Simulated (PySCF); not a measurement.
# [SnO2]-: doublet, from a linear start

The task is one start of a wider search on [SnO2]-: the doublet, built as linear. It is relaxed, tested by its Hessian and followed downhill if it is a saddle.

Method: PBE0, basis Sn def2-TZVPD with ECP28, O def2-TZVPD, scalar-relativistic core potentials, no spin–orbit coupling, density fitting; program: PySCF 2.14.0.

## 1. Where the work starts

3 atoms, charge -1, spin multiplicity 2.

Bond lengths: Sn1–O2 1.870 Å, Sn1–O3 1.870 Å. Angles: O2–Sn1–O3 180.0°.

Coordinates in bohr (charge -1 multiplicity 2):
```
Sn    0.0000    0.0000    0.0000
O     0.0000    0.0000    3.5338
O     0.0000    0.0000   -3.5338
```

## 2. Relaxing the doublet from the linear start

The steps below are one call of a driver around PySCF. For each, scf.py gives the equivalent set-up of the SCF; relaxations use the driver's own optimiser. Before each start the driver seeks the lowest SCF state from one or more starting densities and follows internal instabilities, so scf.py alone need not reach the same state.

The program finds D∞h symmetry in the start, which this walk keeps. The walk stops when the largest gradient is under 0.0003 Eh/bohr and the energy has settled too.

The input, scf.py:

```python
from pyscf import gto, scf, dft
mol = gto.M(atom='''
Sn     0.000000     0.000000     0.000000
O      0.000000     0.000000     1.870000
O      0.000000     0.000000    -1.870000''',
    basis={'Sn': 'def2-TZVPD', 'O': 'def2-TZVPD'},
    ecp={'Sn': 'def2-TZVPD'},
    charge=-1, spin=1)
mf = dft.UKS(mol, xc='PBE0')
mf.grids.atom_grid = (50, 194)
aux = {'Sn': 'def2-universal-JKFIT', 'O': 'def2-universal-JKFIT'}
mf = mf.density_fit(auxbasis=aux)
mf.kernel()
```

Further steps of the session: Is it a minimum? Harmonic modes; Following the imaginary mode; Vibrations and properties at this point.

Before running it: what results should come out? Wanted: minimum; geometry; wavenumbers; dipole moment; highest occupied, lowest empty level; polar-tensor charge of Sn1; zero-point energy; ⟨S²⟩.

As calculated:

| quantity | value |
| --- | --- |
| minimum | doublet, C2v |
| geometry | Sn–O 1.890 Å (×2); O–Sn–O 127.9° |
| wavenumbers (cm⁻¹) | 188 (a1), 663 (b2), 680 (a1) |
| dipole moment (centre of mass) | 3.17 D |
| highest occupied, lowest empty level (either spin) | -1.26, 1.71 eV |
| polar-tensor charge of Sn1 | +0.33 e |
| zero-point energy | 9.2 kJ/mol |
| entropy at 298.15 K | 282.5 J/(mol K) |
| ⟨S²⟩ | 0.766 |

**Reading.** The linear start (D∞h) ends in a minimum of C2v symmetry, after a first stop at a second-order saddle point 63.4 kJ/mol higher, from which it was pushed off along an imaginary mode. The strongest infrared band lies at 663 cm⁻¹ (b2, stretch). Other starts or spin states, not run here, may lie lower. With an element this heavy the missing spin–orbit coupling can shift these numbers.
